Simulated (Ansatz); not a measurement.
# C2H6BNS: a ladder of functionals and wavefunction methods

The task here is to estimate one member of a computed series from the others.

Computed with Ansatz 0.2.0, Gaussian basis. Level: functionals in def2-TZVPP, the program's frozen cores in correlated methods.

Levels to be run: PBE-D4, r2SCAN-D4, PBE0-D4, B3LYP-D4, ωB97X-V, ωB97M-V, B2PLYP; CCSD(T)/def2-TZVPP; MP2/def2-QZVPP; extrapolation to the limit.

### The geometry

The geometry comes from an earlier relaxation with PBE0-D4 in a triple-zeta def2 set; it is a stationary point, not always the lowest conformer.

SMILES `CC1NB1S`, 11 atoms, charge 0, spin multiplicity 1.

Atoms are counted from 1 here; the program's logs count them from 0.

Bond lengths: C1–C2 1.506 Å, C1–H6 1.096 Å, C1–H7 1.093 Å, C1–H8 1.093 Å, C2–N3 1.474 Å, C2–B4 1.551 Å, C2–H9 1.091 Å, N3–B4 1.359 Å, N3–H10 1.004 Å, B4–S5 1.779 Å, S5–H11 1.342 Å. Angles: C2–C1–H6 111.7°, C2–C1–H7 111.4°, C2–C1–H8 110.4°, H6–C1–H7 108.0°, H6–C1–H8 107.3°, H7–C1–H8 107.8°, C1–C2–N3 119.0°, C1–C2–B4 121.6°, C1–C2–H9 113.9°, N3–C2–B4 53.3°, N3–C2–H9 113.6°, B4–C2–H9 121.1°, C2–N3–B4 66.3°, C2–N3–H10 131.7°, B4–N3–H10 147.9°, C2–B4–N3 60.4°, C2–B4–S5 155.5°, N3–B4–S5 143.5° and more.

Coordinates:

| atom | x (Å) | y (Å) | z (Å) |
| --- | --- | --- | --- |
| C1 | -0.9114 | 0.6922 | 0.8789 |
| C2 | 0.2676 | -0.1998 | 0.5896 |
| N3 | 1.4013 | 0.3410 | -0.1822 |
| B4 | 0.6645 | -0.5757 | -0.8624 |
| S5 | 0.4439 | -1.3356 | -2.4555 |
| H6 | -0.6872 | 1.4159 | 1.6703 |
| H7 | -1.2192 | 1.2487 | -0.0103 |
| H8 | -1.7658 | 0.0976 | 1.2134 |
| H9 | 0.5706 | -0.8190 | 1.4348 |
| H10 | 1.8428 | 1.2429 | -0.1769 |
| H11 | -0.5419 | -2.1654 | -2.0792 |

The first run:

Input file in.yaml:

```yaml
crystal:
  periodic: [false, false, false]
  atoms:
    - {symbol: C, position_ang: [-0.911425, 0.692177, 0.878852]}
    - {symbol: C, position_ang: [0.267642, -0.199817, 0.589624]}
    - {symbol: N, position_ang: [1.401275, 0.340978, -0.182202]}
    - {symbol: B, position_ang: [0.664458, -0.575655, -0.862362]}
    - {symbol: S, position_ang: [0.443949, -1.335558, -2.455458]}
    - {symbol: H, position_ang: [-0.687233, 1.415890, 1.670260]}
    - {symbol: H, position_ang: [-1.219208, 1.248719, -0.010266]}
    - {symbol: H, position_ang: [-1.765787, 0.097573, 1.213359]}
    - {symbol: H, position_ang: [0.570637, -0.819000, 1.434797]}
    - {symbol: H, position_ang: [1.842803, 1.242853, -0.176854]}
    - {symbol: H, position_ang: [-0.541909, -2.165361, -2.079249]}
basis:
  gaussian: {orbitals: def2-TZVPP}
hamiltonian: {xc: pbe, dispersion: d4}
output: {forces: true, orbitals: {seedname: orbitals}}
```

On the command line:

```sh
ansatz run in.yaml --threads 4 --pin off --events-out ev --progress --plain --max-ram 10444MiB
```

Among the steps run: PBE-D4 (GGA); r2SCAN-D4 (meta-GGA); PBE0-D4 (hybrid); B3LYP-D4 (hybrid); ωB97X-V (range-separated); ωB97M-V (range-separated); B2PLYP (double hybrid); CCSD(T) in def2-TZVPP; MP2 in def2-QZVPP.

One table of the session follows, with a row left open; its other results are not shown here.

| method | atomisation energy (kcal/mol) |
| --- | --- |
| PBE-D4 | 1037.7 |
| r2SCAN-D4 | 1012.1 |
| PBE0-D4 | 1018.2 |
| B3LYP-D4 | 1009.0 |
| ωB97X-V | ? |
| ωB97M-V | 1013.3 |
| B2PLYP | 996.6 |
| HF/def2-TZVPP | 722.0 |
| MP2/def2-TZVPP | 994.2 |
| CCSD/def2-TZVPP | 958.1 |
| CCSD(T)/def2-TZVPP | 974.9 |
| MP2/CBS | 1020.8 |
| CCSD(T)/CBS | 1001.5 |

Q: Estimate the row for ωB97X-V from the others.

**Answer.** atomisation energy (kcal/mol): 1011.0. In the column «atomisation energy (kcal/mol)» it lies between B3LYP-D4 (1009.0) and r2SCAN-D4 (1012.1).

Caveats from the session: Free atoms (2 C, 1 N, 1 B, 1 S, 6 H) were run apart at each level; the atomisation energy is their sum less the molecule, without zero-point or spin-orbit terms.
